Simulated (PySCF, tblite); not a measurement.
# 3,3,4,4,5,5,5-heptafluoropent-1-ene (C₅H₃F₇): geometry, infrared bands, NMR shifts, spin-spin couplings and electronic excitations

What infrared bands, NMR shifts, spin-spin couplings and electronic excitations should 3,3,4,4,5,5,5-heptafluoropent-1-ene (C₅H₃F₇) (`C=CC(F)(F)C(F)(F)C(F)(F)F`) show?

Programs: tblite 0.8.0 and PySCF 2.14.0, with density-fitted response routines of our own. Each step states its level of theory. These are calculated values for one molecule in the gas phase, unless marked as measured. Atoms are numbered from 0 throughout.

## (1) Starting geometry

15 atoms, charge 0, multiplicity 1; geometry from: force field or distance geometry start.

Bonds of the start (Å): C0–C1 1.36, C1–C2 1.50, C2–F3 1.38, C2–F4 1.37, C2–C5 1.53, C5–F6 1.37, C5–F7 1.37, C5–C8 1.51, C8–F9 1.36, C8–F10 1.36, C8–F11 1.35, C0–H12 1.10, C0–H13 1.08, C1–H14 1.08.

## (2) Geometry optimisation with GFN2-xTB

Job settings and geometry (Å):

```
{"job": {"kind": "relax", "xc": "GFN2-xTB", "basis": "xTB"}, "charge": 0, "multiplicity": 1}
C      2.691200     0.091100    -0.081400
C      1.486200     0.189900    -0.699000
C      0.187600     0.517600    -0.013700
F     -0.290700     1.687700    -0.567800
F      0.385000     0.792300     1.309600
C     -0.867900    -0.581900    -0.168200
F     -1.083700    -0.844800    -1.492800
F     -0.397300    -1.746300     0.376400
C     -2.143000    -0.159600     0.512900
F     -3.105200    -1.119200     0.398500
F     -2.675700     0.968300    -0.026900
F     -1.994800     0.064400     1.839100
H      2.786700     0.261100     0.998400
H      3.585000    -0.144500    -0.645900
H      1.432300     0.031700    -1.761200
```

Started as:

```bash
> OMP_NUM_THREADS=2 python probes_run.py task.json out
```

One launch serves the whole session: the jobs run in the order shown.

**Question.** This job is followed by: GFN2-xTB harmonic vibrations, gas phase; PBE0-D3(BJ)/def2-SVP geometry optimisation, gas phase; GIAO PBE0/pcSseg-1 NMR shielding, non-relativistic, gas phase; B3LYP/pcJ-1 indirect spin-spin coupling, non-relativistic, gas phase; TDDFT CAM-B3LYP/def2-SVPD, vertical, gas phase, core orbitals frozen in the response; GIAO B97-2/pcSseg-2 NMR shielding, non-relativistic, gas phase. What will the session give for the following? strongest single infrared mode (GFN2-xTB); zero-point energy (GFN2-xTB); point group; rotational constants (main isotopes); 13C shifts against TMS (PBE0/pcSseg-1); 1H shifts against TMS (PBE0/pcSseg-1); 19F shifts against CFCl3 (PBE0/pcSseg-1, means over atoms taken as alike); largest coupling of the table (B3LYP/pcJ-1); lowest singlet (CAM-B3LYP/def2-SVPD); lowest triplet; range of the shift of F3.

As calculated:

| quantity | value |
| --- | --- |
| strongest single infrared mode (GFN2-xTB) | 1129 cm⁻¹, 407 km/mol |
| zero-point energy (GFN2-xTB) | 48.2 kcal/mol |
| point group | C1 |
| rotational constants (main isotopes) | 1.58, 0.75, 0.72 GHz |
| 13C shifts against TMS (PBE0/pcSseg-1) | 135.4, 134.5, 123.9, 117.6, 111.6 ppm |
| 1H shifts against TMS (PBE0/pcSseg-1) | 6.39, 6.24, 6.20 ppm |
| 19F shifts against CFCl3 (PBE0/pcSseg-1, means over atoms taken as alike) | -91.9, -135.0, -141.9 ppm |
| largest coupling of the table (B3LYP/pcJ-1) | 1J(C,F) C8–F9, -356.0 Hz |
| lowest singlet (CAM-B3LYP/def2-SVPD) | 7.57 eV (164 nm), f = 0.444 |
| lowest triplet | 4.35 eV |
| range of the shift of F3 | -135.0 to -131.3 ppm |

In words: The optimisation took 68 steps and gained 0.238 eV; among the close pairs (by a distance rule), C5–C8 changed most, from 1.506 to 1.555 Å (GFN2-xTB). All 39 modes are real, so the xTB geometry is a minimum. The strongest single mode, at 1129 cm⁻¹, moves mainly C8. GFN2-xTB is a fitted tight-binding method: band positions and strengths are rough. Its intensities can rank the bands wrongly. Over 14 steps the energy fell by 0.178 eV; of the close pairs, C0–H13 changed most, 1.035 to 1.092 Å (PBE0/def2-SVP). No frequency check was run at this level, so the end point may be a saddle. The most deshielded carbon is C0 (terminal =CH2 carbon), at 135.4 ppm: an sp2 carbon of a C=C bond. At PBE0/pcSseg-1: The widest tensor belongs to C0: span 249 ppm, with a paramagnetic part of -204 ppm. Of the pairs tabulated at B3LYP/pcJ-1, C8–F9 (mean over like pairs) couples most strongly (-356.0 Hz; Fermi contact -327.4 Hz). Couplings across rotatable bonds belong to this one conformer; where others are populated, the observed values are averages. Density functionals describe couplings to fluorine poorly, F–F couplings above all, so those rows are rough. The first singlet state (HOMO→LUMO 0.94) lies at 7.57 eV and is bright. The lowest triplet lies 3.22 eV below the lowest singlet (triplets in Tamm-Dancoff, singlets in full TDDFT). Across the 2 runs the shift of F3 (with its like atoms) moves most, between -135.0 (PBE0/pcSseg-1) and -131.3 ppm (B97-2/pcSseg-2).
